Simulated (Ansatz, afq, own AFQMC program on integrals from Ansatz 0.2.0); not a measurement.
# GeH+ (singlet): AFQMC on the coupled-cluster ladder at distance Ge1–H2 = 2.196 Å, cc-pVTZ

Aim: compute GeH+ (singlet) with auxiliary-field quantum Monte Carlo on the same integrals as coupled cluster, and set the energies side by side.

Method: cc-pVTZ, frozen cores; program: Ansatz 0.2.0, Gaussian basis, and an in-house AFQMC program (afq) on its integrals; all values are calculated.

Plan: Full CI; PBE (unrestricted); r2SCAN (unrestricted); PBE0 (unrestricted); B3LYP (unrestricted); wB97M-V (unrestricted); B2PLYP (unrestricted); CCSD(T) on RHF; CCSDT(Q) on RHF; Phaseless AFQMC, CISD trial on RHF; Phaseless AFQMC, single-determinant trial on RHF; UHF; CCSD(T) on UHF; CCSDT(Q) on UHF; Phaseless AFQMC, CISD trial on UHF; Phaseless AFQMC, single-determinant trial on UHF.

2 further runs of the same task are left out: 2 that didn't finish.

## Step 1: What is computed

The geometry derives from a PBE0/def2-TZVP stationary point (not a proven minimum). One bond is set to the value named and the two fragments are kept rigid. No spin-orbit coupling is included. The filled d shell of Ge may be among the frozen orbitals whatever the setting's name suggests; the logs give the count.

2 atoms, charge 1, spin multiplicity 1.

Atoms are counted from 1 here; the program's logs count them from 0.

No contacts short enough for the rule that draws bonds.

## Step 2: Full CI

in.yaml

```yaml
crystal:
  periodic: [false, false, false]
  atoms:
    - {symbol: Ge, position_ang: [0.000000, 0.000000, 0.000000]}
    - {symbol: H, position_ang: [0.000000, 0.000000, 2.196000]}
basis:
  gaussian: {orbitals: cc-pVTZ}
total_charge: 1
correlation: {method: fci, electrons: outside_noble_gas}
```

The run is started by

```sh
> ansatz run in.yaml --threads 1 --pin off --events-out ev --progress --plain --max-ram 1382MiB
```

The log of the run:

```text
Functional definition: HF
  name "HF"
  cite "Fock, Z. Phys. 61, 126 (1930) doi:10.1007/BF01340294"
  parent pbe
  exchange = exact_x
  correlation = 0
577 factors; integrals over basis functions are off by at most 2.0e-7 eV
mean field evaluation 1: about -56479.5090 eV, gradient 9.7e0 eV
mean field evaluation 2: about -56479.5078 eV, gradient 9.7e0 eV
mean field evaluation 4: about -56480.1791 eV, gradient 7.4e-1 eV
mean field evaluation 8: about -56480.1827 eV, gradient 4.5e-4 eV
mean field -56480.18272143 eV, -2075.6084313698 hartree, gradient 1.7e-6 eV, S^2 0.000000; 0 other end points of the search recorded, 0 dependent functions left out; unrestricted orbitals would lower it
14 core orbitals not correlated: weight in the atoms' cores, before any rotation towards them, 1.000 or more for the frozen orbitals, at most 0.000 for the correlated occupied ones
reference -56480.18272143 eV, -2075.6084313698 hartree; 2, 2 occupied and 41, 41 virtual orbitals, 577 factors
state -56482.86881198 eV, -2075.7071433766 hartree
Total energy: -56482.86881198 eV, -2075.7071433766 hartree
```

It took 1.8 s on 1 thread of Arm Neoverse V1, shared host.

From the report: 208,065 determinants, symmetry A1.

## Step 3: PBE (unrestricted)

in.yaml: that of step 2 with these lines changed.

```diff
@@ -8,2 +8,4 @@
 total_charge: 1
-correlation: {method: fci, electrons: outside_noble_gas}
+magnetization: {spin_polarized: true, initial_magnetization: 0}
+hamiltonian: {xc: {name: PBE}}
+output: {orbitals: {seedname: orbitals}}
```

The command is unchanged.

The log of the run:

```text
Functional definition: PBE
  name "PBE"
  cite "Perdew, Burke & Ernzerhof, Phys. Rev. Lett. 77, 3865 (1996) doi:10.1103/PhysRevLett.77.3865"
  parent pbe
  parameter kappa = 0.804
  parameter beta = 0.06672455060314922
  exchange = pbe_x(kappa = kappa, mu = beta*pi^2/3)
  correlation = pbe_c(beta = beta)
417 factors; their error is unknown
mean field evaluation 1: about -56514.6868 eV, gradient 1.1e1 eV
mean field evaluation 2: about -56511.8395 eV, gradient 1.7e1 eV
mean field evaluation 4: about -56515.8446 eV, gradient 1.2e0 eV
mean field evaluation 8: about -56515.8579 eV, gradient 1.4e-2 eV
mean field evaluation 16: about -56513.3226 eV, gradient 8.7e0 eV
mean field evaluation 32: about -56514.7709 eV, gradient 5.9e0 eV
mean field -56515.85791737 eV, -2076.9194706388 hartree, gradient 3.1e-6 eV, S^2 0.000000; 4 other end points of the search recorded, 0 dependent functions left out
reference -56515.85794746 eV, -2076.9194717447 hartree; 16, 16 occupied and 41, 41 virtual orbitals, 417 factors
Total energy: -56515.85794746 eV, -2076.9194717447 hartree
```

Run time: 1.7 s. Hardware: 1 thread of Arm Neoverse V1, shared host.

From the report: ⟨S²⟩ of the determinant 0.000 (pure singlet: 0.00).

## Step 4: r2SCAN (unrestricted)

in.yaml: that of step 3 with these lines changed.

```diff
@@ -9,3 +9,2 @@
 magnetization: {spin_polarized: true, initial_magnetization: 0}
-hamiltonian: {xc: {name: PBE}}
-output: {orbitals: {seedname: orbitals}}
+hamiltonian: {xc: {name: r2SCAN}}
```

The command is unchanged.

The log of the run:

```text
Functional definition: r2SCAN
  name "r2SCAN"
  cite "Furness, Kaplan, Ning, Perdew & Sun, J. Phys. Chem. Lett. 11, 8208 (2020) doi:10.1021/acs.jpclett.0c02405"
  cite "Furness, Kaplan, Ning, Perdew & Sun, J. Phys. Chem. Lett. 11, 9248 (2020) doi:10.1021/acs.jpclett.0c03077"
  parent r2scan
  parameter k0 = 0.174
  parameter k1 = 0.065
  parameter a1 = 4.9479
  exchange = r2scan_x(k0 = k0, k1 = k1, a1 = a1)
  correlation = r2scan_c
417 factors; their error is unknown
mean field evaluation 1: about -56522.9210 eV, gradient 8.6e0 eV
mean field evaluation 2: about -56521.3004 eV, gradient 1.3e1 eV
mean field evaluation 4: about -56523.7596 eV, gradient 8.1e-1 eV
mean field evaluation 8: about -56523.7643 eV, gradient 8.1e-3 eV
mean field evaluation 16: about -56523.7250 eV, gradient 5.7e-1 eV
mean field -56523.76427281 eV, -2077.2100238422 hartree, gradient 8.6e-6 eV, S^2 0.000000; 2 other end points of the search recorded, 0 dependent functions left out
reference -56523.76428471 eV, -2077.2100242796 hartree; 16, 16 occupied and 41, 41 virtual orbitals, 417 factors
Total energy: -56523.76428471 eV, -2077.2100242796 hartree
```

Run time: 2.4 s. Hardware: 1 thread of Arm Neoverse V1, shared host.

From the report: ⟨S²⟩ of the determinant 0.000 (pure singlet: 0.00).

## Step 5: PBE0 (unrestricted)

in.yaml: that of step 4 with these lines changed.

```diff
@@ -9,2 +9,3 @@
 magnetization: {spin_polarized: true, initial_magnetization: 0}
-hamiltonian: {xc: {name: r2SCAN}}
+hamiltonian: {xc: {name: PBE0}}
+output: {orbitals: {seedname: orbitals}}
```

The command is unchanged.

The log of the run:

```text
Functional definition: PBE0
  name "PBE0"
  cite "Adamo & Barone, J. Chem. Phys. 110, 6158 (1999) doi:10.1063/1.478522"
  cite "Perdew, Burke & Ernzerhof, Phys. Rev. Lett. 77, 3865 (1996) doi:10.1103/PhysRevLett.77.3865"
  parent pbe
  parameter a = 0.25
  parameter kappa = 0.804
  parameter beta = 0.06672455060314922
  exchange = (1 - a)*pbe_x(kappa = kappa, mu = beta*pi^2/3) + a*exact_x
  correlation = pbe_c(beta = beta)
357 factors; integrals over basis functions are off by at most 1.2e-3 eV
mean field evaluation 1: about -56516.2580 eV, gradient 8.5e0 eV
mean field evaluation 2: about -56515.9221 eV, gradient 9.6e0 eV
mean field evaluation 4: about -56517.1164 eV, gradient 4.7e-1 eV
mean field evaluation 8: about -56517.1188 eV, gradient 6.4e-3 eV
mean field evaluation 16: about -56517.0759 eV, gradient 7.4e-1 eV
mean field -56517.11878532 eV, -2076.9658066814 hartree, gradient 4.5e-5 eV, S^2 0.000000; 2 other end points of the search recorded, 0 dependent functions left out
reference -56517.11880792 eV, -2076.9658075119 hartree; 16, 16 occupied and 41, 41 virtual orbitals, 357 factors
Total energy: -56517.11880792 eV, -2076.9658075119 hartree
```

Wall time 1.4 s (1 thread of Arm Neoverse V1, shared host).

From the report: ⟨S²⟩ of the determinant 0.000 (pure singlet: 0.00).

## Step 6: B3LYP (unrestricted)

in.yaml: that of step 5 with these lines changed.

```diff
@@ -9,3 +9,2 @@
 magnetization: {spin_polarized: true, initial_magnetization: 0}
-hamiltonian: {xc: {name: PBE0}}
-output: {orbitals: {seedname: orbitals}}
+hamiltonian: {xc: {name: B3LYP}}
```

Launched as before.

The log of the run, cut to the lines that bear on the results:

```text
Functional definition: B3LYP
  name "B3LYP"
  cite "Stephens, Devlin, Chabalowski & Frisch, J. Phys. Chem. 98, 11623 (1994) doi:10.1021/j100096a001"
  cite "Becke, Phys. Rev. A 38, 3098 (1988) doi:10.1103/PhysRevA.38.3098"
  cite "Lee, Yang & Parr, Phys. Rev. B 37, 785 (1988) doi:10.1103/PhysRevB.37.785"
  cite "Vosko, Wilk & Nusair, Can. J. Phys. 58, 1200 (1980) doi:10.1139/p80-159"
[...]
357 factors; integrals over basis functions are off by at most 1.2e-3 eV
[...]
mean field -56525.79610302 eV, -2077.2846922253 hartree, gradient 1.7e-5 eV, S^2 0.000000; 2 other end points of the search recorded, 0 dependent functions left out
reference -56525.79628337 eV, -2077.2846988531 hartree; 16, 16 occupied and 41, 41 virtual orbitals, 357 factors
Total energy: -56525.79628337 eV, -2077.2846988531 hartree
```

Run time: 1.4 s. Hardware: 1 thread of Arm Neoverse V1, shared host.

From the report: ⟨S²⟩ of the determinant 0.000 (pure singlet: 0.00).

## Step 7: wB97M-V (unrestricted)

in.yaml: that of step 6 with these lines changed.

```diff
@@ -9,2 +9,3 @@
 magnetization: {spin_polarized: true, initial_magnetization: 0}
-hamiltonian: {xc: {name: B3LYP}}
+hamiltonian: {xc: {name: wB97M-V}}
+output: {orbitals: {seedname: orbitals}}
```

Same command.

The log of the run, cut to the lines that bear on the results:

```text
Functional definition: wB97M-V
  name "wB97M-V"
  cite "Mardirossian & Head-Gordon, J. Chem. Phys. 144, 214110 (2016) doi:10.1063/1.4952647"
  cite "Becke, J. Chem. Phys. 107, 8554 (1997) doi:10.1063/1.475007"
  cite "Vydrov & Van Voorhis, J. Chem. Phys. 133, 244103 (2010) doi:10.1063/1.3521275"
  # Of w^i u^j: cxij and so on, Table III.
[...]
  gx(w, u) = 1 - cx + cx01*u + cx10*w
  gss(w, u) = css00 + css04*u^4 + css10*w + css20*w^2 + css43*w^4*u^3
  gos(w, u) = cos00 + cos10*w + (cos20 + cos21*u)*w^2 + (cos60 + cos61*u)*w^6
[...]
      + integral(e_c_pw_mod_opposite_spin*gos(b97_w_opposite, b97_u_opposite)) + vv10(b, c)
357 factors; integrals over basis functions are off by at most 1.2e-3 eV
92 factors; integrals over basis functions are off by at most 1.2e-4 eV
[...]
mean field -56521.19720197 eV, -2077.1156857290 hartree, gradient 4.9e-5 eV, S^2 0.000000; 2 other end points of the search recorded, 0 dependent functions left out
reference -56521.19723761 eV, -2077.1156870386 hartree; 16, 16 occupied and 41, 41 virtual orbitals, 357 factors
Total energy: -56521.19723761 eV, -2077.1156870386 hartree
```

Run time: 4.6 s. Hardware: 1 thread of Arm Neoverse V1, shared host.

From the report: ⟨S²⟩ of the determinant 0.000 (pure singlet: 0.00).

## Step 8: B2PLYP (unrestricted)

in.yaml: that of step 7 with these lines changed.

```diff
@@ -9,3 +9,3 @@
 magnetization: {spin_polarized: true, initial_magnetization: 0}
-hamiltonian: {xc: {name: wB97M-V}}
-output: {orbitals: {seedname: orbitals}}
+hamiltonian: {xc: {name: B2PLYP}}
+correlation: {electrons: outside_noble_gas}
```

Same command.

The log of the run, cut to the lines that bear on the results:

```text
Functional definition: B2PLYP
  name "B2PLYP"
  cite "Grimme, J. Chem. Phys. 124, 034108 (2006) doi:10.1063/1.2148954"
  cite "Becke, Phys. Rev. A 38, 3098 (1988) doi:10.1103/PhysRevA.38.3098"
  cite "Lee, Yang & Parr, Phys. Rev. B 37, 785 (1988) doi:10.1103/PhysRevB.37.785"
[...]
357 factors; integrals over basis functions are off by at most 1.2e-3 eV
[...]
mean field -56512.54977764 eV, -2076.7978987464 hartree, gradient 1.9e-6 eV, S^2 0.000000; 6 other end points of the search recorded, 0 dependent functions left out
14 core orbitals not correlated: weight in the atoms' cores, before any rotation towards them, 1.000 or more for the frozen orbitals, at most 0.000 for the correlated occupied ones
reference -56512.54989142 eV, -2076.7979029275 hartree; 2, 2 occupied and 41, 41 virtual orbitals, 357 factors
second order -2.51548937 eV of doubles, -0.00000000 eV of singles
Total energy: -56513.22907355 eV, -2076.8228624104 hartree
```

Run time: 3.7 s. Hardware: 1 thread of Arm Neoverse V1, shared host.

From the report: ⟨S²⟩ of the determinant 0.000 (pure singlet: 0.00).

## Step 9: CCSD(T) on RHF

in.yaml

```yaml
crystal:
  periodic: [false, false, false]
  atoms:
    - {symbol: Ge, position_ang: [0.000000, 0.000000, 0.000000]}
    - {symbol: H, position_ang: [0.000000, 0.000000, 2.196000]}
basis:
  gaussian: {orbitals: cc-pVTZ}
total_charge: 1
magnetization: {spin_polarized: false}
correlation: {method: ccsd_t, electrons: outside_noble_gas, hamiltonian_folder: ham}
```

The command is unchanged.

The log of the run, cut to the lines that bear on the results:

```text
Functional definition: HF
  name "HF"
  cite "Fock, Z. Phys. 61, 126 (1930) doi:10.1007/BF01340294"
  parent pbe
[...]
357 factors; integrals over basis functions are off by at most 1.2e-3 eV
[...]
mean field -56480.18272229 eV, -2075.6084314012 hartree, gradient 2.9e-6 eV, S^2 0.000000; 0 other end points of the search recorded, 0 dependent functions left out; unrestricted orbitals would lower it
14 core orbitals not correlated: weight in the atoms' cores, before any rotation towards them, 1.000 or more for the frozen orbitals, at most 0.000 for the correlated occupied ones
reference -56480.18272229 eV, -2075.6084314012 hartree; 2, 2 occupied and 41, 41 virtual orbitals, 357 factors
second order -1.89868726 eV of doubles, -0.00000000 eV of singles
cycle   1  -2.30545121 eV  change   -4.1e-1 eV  update   7.3e-2
[...]
cycle  10  -2.60540306 eV  change   -3.8e-6 eV  update   1.7e-6
perturbative correction -0.06325522 eV, -0.0023245864 hartree
Total energy: -56482.85138056 eV, -2075.7065027840 hartree
```

Wall time 0.63 s (1 thread of Arm Neoverse V1, shared host).

From the report: correlation -2.6687 eV; T1 0.021; largest double amplitude 0.20.

This run also writes the integrals to the folder ham.

## Step 10: CCSDT(Q) on RHF

in.yaml: that of step 9 with these lines changed.

```diff
@@ -9,2 +9,2 @@
 magnetization: {spin_polarized: false}
-correlation: {method: ccsd_t, electrons: outside_noble_gas, hamiltonian_folder: ham}
+correlation: {method: ccsdt_q, electrons: outside_noble_gas}
```

Launched as before.

The log of the run, cut to the lines that bear on the results:

```text
Functional definition: HF
  name "HF"
  cite "Fock, Z. Phys. 61, 126 (1930) doi:10.1007/BF01340294"
  parent pbe
[...]
577 factors; integrals over basis functions are off by at most 2.0e-7 eV
[...]
mean field -56480.18272143 eV, -2075.6084313698 hartree, gradient 1.7e-6 eV, S^2 0.000000; 0 other end points of the search recorded, 0 dependent functions left out; unrestricted orbitals would lower it
14 core orbitals not correlated: weight in the atoms' cores, before any rotation towards them, 1.000 or more for the frozen orbitals, at most 0.000 for the correlated occupied ones
reference -56480.18272143 eV, -2075.6084313698 hartree; 2, 2 occupied and 41, 41 virtual orbitals, 577 factors
second order -1.89871366 eV of doubles, -0.00000000 eV of singles
cycle   1  -2.30545481 eV  change   -4.1e-1 eV  update   7.6e-2
[...]
cycle  13  -2.68329497 eV  change    1.4e-7 eV  update   1.5e-7
perturbative correction -0.00228909 eV, -0.0000841224 hartree
Total energy: -56482.86830549 eV, -2075.7071247634 hartree
```

It took 1.8 s on 1 thread of Arm Neoverse V1, shared host.

From the report: correlation -2.6856 eV; T1 0.021; largest double amplitude 0.21.

## Step 11: Phaseless AFQMC, CISD trial on RHF

It reads the integrals that the CCSD(T) run on this determinant wrote.

The run is started by

```sh
> afq ham --method phaseless --trial cisd --walkers 60 --populations 1 --least-time 40 --time-step 0.005 --steps-per-block 50 --equilibration-blocks 40 --max-blocks 300 --target-error 0.00048 --factor-cut 1e-05 --seed 3679 --release-times 0.24,0.5,1,1.5 --release-step 0.02 --release-every 4 --taylor-order 6
```

The log of the run:

```text
orbitals 43  electrons 2 2  factors 292 of 357
reference energy -2075.60843140 Eh
CCSD correlation -0.09574669 Eh in 10 cycles, weight of the determinant in the CISD state 0.8956
energy of the start -2075.704178 Eh
 block  time / (1/Eh)  mean weight  energy / Eh
     1     0.250  0.9997  -2075.703899
     2     0.500  0.9996  -2075.704079
     3     0.750  0.9996  -2075.704089
     4     1.000  1.0004  -2075.704481
     5     1.250  0.9993  -2075.704541
     6     1.500  1.0010  -2075.704957
     7     1.750  0.9993  -2075.705464
     8     2.000  1.0001  -2075.705480
     9     2.250  1.0008  -2075.704994
    10     2.500  1.0001  -2075.704926
    11     2.750  0.9984  -2075.705421
    16     4.000  1.0006  -2075.707848
    21     5.250  1.0000  -2075.707767
    26     6.500  0.9985  -2075.707721
    31     7.750  0.9998  -2075.705959
    36     9.000  0.9999  -2075.705982
    41    10.250  1.0003  -2075.705991
    46    11.500  0.9999  -2075.707795
    51    12.750  0.9995  -2075.705709
    56    14.000  1.0003  -2075.707380
    61    15.250  1.0002  -2075.709214
    66    16.500  1.0001  -2075.707500
    71    17.750  0.9996  -2075.712160
    76    19.000  1.0000  -2075.705890
    81    20.250  0.9990  -2075.707388
    86    21.500  1.0004  -2075.707526
    91    22.750  1.0012  -2075.706873
    96    24.000  1.0016  -2075.704509
   101    25.250  1.0001  -2075.705659
   106    26.500  0.9987  -2075.705644
   111    27.750  0.9993  -2075.703123
   116    29.000  1.0005  -2075.706551
   121    30.250  1.0005  -2075.708623
   126    31.500  1.0001  -2075.706516
   131    32.750  1.0006  -2075.704391
   136    34.000  0.9992  -2075.706507
   141    35.250  1.0010  -2075.705555
   146    36.500  1.0000  -2075.709335
   151    37.750  0.9996  -2075.706338
   156    39.000  1.0005  -2075.705554
   161    40.250  0.9992  -2075.704728
   166    41.500  0.9994  -2075.705455
   171    42.750  1.0024  -2075.706873
   176    44.000  1.0002  -2075.704717
   181    45.250  1.0010  -2075.706612
   186    46.500  1.0015  -2075.706715
   191    47.750  1.0011  -2075.707633
   196    49.000  1.0000  -2075.705502
blocks merged  error / Eh  count
     1  0.000153  160
     2  0.000184  80
     4  0.000227  40
     8  0.000280  20
    16  0.000294  10
released: time / (1/Eh)  energy / Eh  error  mean overlap
  0.24  -2075.707339  0.000336  0.9924
  0.50  -2075.706837  0.000340  0.9984
  1.00  -2075.707088  0.000230  0.9986
  1.50  -2075.707054  0.000252  0.9900
energy -2075.706753 +/- 0.000280 Eh
```

It took 98 s on 1 thread of Arm Neoverse V1, shared host.

Energy -56482.8582 ± 0.0076 eV. Caveats: constraint bias not in the error.

## Step 12: Phaseless AFQMC, single-determinant trial on RHF

It reads the integrals that the CCSD(T) run on this determinant wrote.

The run is started by

```sh
> afq ham --method phaseless --trial hf --walkers 120 --populations 1 --least-time 40 --time-step 0.005 --steps-per-block 20 --equilibration-blocks 160 --max-blocks 600 --target-error 0.00144 --factor-cut 1e-05 --seed 359 --taylor-order 6
```

The log of the run:

```text
orbitals 43  electrons 2 2  factors 292 of 357
reference energy -2075.60843140 Eh
CCSD correlation -0.09574669 Eh in 10 cycles, weight of the determinant in the CISD state 0.8956
energy of the start -2075.608431 Eh
 block  time / (1/Eh)  mean weight  energy / Eh
     1     0.100  1.0000  -2075.620390
     2     0.200  1.0004  -2075.630134
     3     0.300  1.0003  -2075.637472
     4     0.400  1.0000  -2075.642254
     5     0.500  1.0006  -2075.649052
     6     0.600  1.0004  -2075.654658
     7     0.700  1.0007  -2075.658985
     8     0.800  1.0013  -2075.662650
     9     0.900  0.9996  -2075.665039
    10     1.000  1.0007  -2075.671389
    17     1.700  0.9998  -2075.678663
    33     3.300  0.9998  -2075.705029
    49     4.900  1.0007  -2075.706993
    65     6.500  0.9999  -2075.708696
    81     8.100  1.0006  -2075.709774
    97     9.700  1.0000  -2075.711433
   113    11.300  0.9993  -2075.702837
   129    12.900  1.0003  -2075.706591
   145    14.500  1.0008  -2075.715360
   161    16.100  1.0009  -2075.722394
   177    17.700  1.0000  -2075.697490
   193    19.300  0.9982  -2075.696040
   209    20.900  1.0009  -2075.687220
   225    22.500  0.9986  -2075.671903
   241    24.100  0.9992  -2075.706513
   257    25.700  1.0001  -2075.695272
   273    27.300  1.0009  -2075.713907
   289    28.900  0.9984  -2075.707668
   305    30.500  1.0015  -2075.700053
   321    32.100  1.0002  -2075.699079
   337    33.700  0.9996  -2075.735429
   353    35.300  0.9988  -2075.698251
   369    36.900  0.9999  -2075.710057
   385    38.500  0.9999  -2075.693048
   401    40.100  0.9986  -2075.709989
   417    41.700  0.9990  -2075.698802
   433    43.300  1.0000  -2075.693859
   449    44.900  0.9993  -2075.700012
   465    46.500  0.9998  -2075.711691
   481    48.100  1.0005  -2075.714398
   497    49.700  1.0005  -2075.707315
   513    51.300  0.9996  -2075.719077
   529    52.900  0.9994  -2075.701961
   545    54.500  0.9996  -2075.693283
   561    56.100  1.0004  -2075.682294
   577    57.700  0.9994  -2075.689165
   593    59.300  0.9993  -2075.694239
   609    60.900  0.9996  -2075.721894
   625    62.500  0.9996  -2075.712389
   641    64.100  1.0001  -2075.709568
   657    65.700  0.9996  -2075.692801
blocks merged  error / Eh  count
     1  0.000550  500
     2  0.000701  250
     4  0.000903  125
     8  0.001169  62
    16  0.001409  31
    32  0.001655  15
energy -2075.703006 +/- 0.001409 Eh
```

It took 2 min on 1 thread of Arm Neoverse V1, shared host.

Energy -56482.7562 ± 0.0383 eV. Caveats: constraint bias not in the error.

[end of part 1 of 2]
